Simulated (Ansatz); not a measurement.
# NbTe2 (P-3m1): single point from a Python script

What energy and properties does NbTe2 (P-3m1) have at the given structure? Wanted for NbTe2 (P-3m1): a single point.

Program: the Python package of Ansatz 0.2.0. Level of theory: DFT PBEsol, plane waves, PAW. These are calculated values, not measurements.

**1. The structure**

It takes space group P-3m1 (No. 164, trigonal). Conventional cell: a = 3.720 Å, b = 3.720 Å, c = 7.148 Å, α = 90.00°, β = 90.00°, γ = 120.00°. Nb (site symmetry -3m) is surrounded by 6 Te at 2.81 Å. Te (site symmetry 3m) is surrounded by 3 Nb at 2.81 Å.

No structure file is read: the coordinates are typed or built in the script.

**2. The code**

run_scf.py reads:

```python
'''Single point of NbTe2.'''

from dataclasses import dataclass
import logging
import sys
import warnings

import ansatz as az
from ase import Atoms
from ase.io import write
import numpy as np

logging.basicConfig(stream=sys.stdout, format='[%(levelname)s] %(message)s')
log = logging.getLogger('nbte2')
log.setLevel(logging.INFO)


@dataclass(frozen=True)
class Settings:
    xc: str = 'pbesol'
    kmesh: tuple[int, ...] = (9, 9, 4)
    smearing_width: float = 0.1


settings = Settings()

warnings.simplefilter('ignore', az.DeckWarning)

vectors = np.array([
    [3.720464, 0.0, 0.0],
    [-1.860232, 3.222016, 0.0],
    [0.0, 0.0, 7.148266],
])
crystal = (
    az.Lattice.of(vectors)
    .atom('Nb', (0.0, 0.0, 0.0))
    .atom('Te', (2 / 3, 1 / 3, 0.745632))
    .atom('Te', (1 / 3, 2 / 3, 0.254368))
)

# functional, basis and sampling
setup = (
    crystal.calculation()
    .functional(settings.xc)
    .kpoints(*settings.kmesh)
    .occupations(az.OccupationsMethod.COLD, width=settings.smearing_width)
)
try:
    result = setup.run(threads=1)
except az.NonConvergedError as error:
    sys.exit(f'no convergence: {error}')
except az.RefusalError as error:
    sys.exit(f'input refused: {error}')
report = result.report

for key in ('converged', 'n_iterations', 'n_electrons', 'n_kpoints', 'n_pw', 'n_symmetry_ops', 'free_energy_ev', 'fermi_energy_ev'):
    log.info(f'{key:18s} {report[key]}')

print(setup.to_yaml())

image = Atoms([s.symbol for s in result.lattice.sites], positions=[s.position_ang for s in result.lattice.sites], cell=result.lattice.cell_ang, pbc=True)
write('final.extxyz', image)
```

**3. Launch**

Run with:

```sh
python run_scf.py
```

Log:

```text
[INFO] converged          True
[INFO] n_iterations       6
[INFO] n_electrons        45.0
[INFO] n_kpoints          43
[INFO] n_pw               1703
[INFO] n_symmetry_ops     12
[INFO] free_energy_ev     -18299.71876332434
[INFO] fermi_energy_ev    10.546533743996916
crystal:
  lattice:
    - [3.720464, 0.0, 0.0]
    - [-1.860232, 3.222016, 0.0]
    - [0.0, 0.0, 7.148266]
  atoms:
    - { symbol: Nb, position: [0.0, 0.0, 0.0] }
    - { symbol: Te, position: [0.6666666666666666, 0.3333333333333333, 0.745632] }
    - { symbol: Te, position: [0.3333333333333333, 0.6666666666666666, 0.254368] }
kpoints:
  mp_grid:
    grid: [9, 9, 4]
hamiltonian:
  xc: pbesol
scf:
  occupations:
    method: cold
    width: 0.1
```

Wall time 5.3 s (1 thread of Arm Neoverse V1, shared host); peak memory 0.48 GiB.

File final.extxyz afterwards:

```xyz
3
Lattice="3.7204638049332863 0.0 0.0 -1.8602319024666432 3.2220161689327385 0.0 0.0 0.0 7.148266" Properties=species:S:1:pos:R:3 pbc="T T T"
Nb       0.00000000       0.00000000       0.00000000
Te       1.86023190       1.07400539       5.32997587
Te       0.00000000       2.14801078       1.81829013
```

**4. Size and end state of the run**

From the engine's report, whether the script printed it or not:

| item | value |
| --- | --- |
| SCF cycles in all | 6 |
| k-points solved | 43 |
| plane waves | 1703 |
| bands | 27 |
| valence electrons | 45 |
| free energy (eV) | -18299.71876 |
| Fermi level (eV) | 10.547 |

**5. What came out**

```
       quantity                                value
    free energy  -18299.7188 eV (-6099.9063 eV/atom)
gap on the mesh                                 none
```

Filled and empty levels meet on the mesh: no gap at this level. What to keep in mind:
- For a metal this k-point mesh is coarse: on a finer one energies can move by several to tens of meV an atom and pressures by half a GPa or more, differences at one mesh by less.
- The zero of the levels is a convention of the potentials, so an absolute Fermi energy is no work function.
- The structure comes from a database of computed cells and needn't be a stable or known phase.
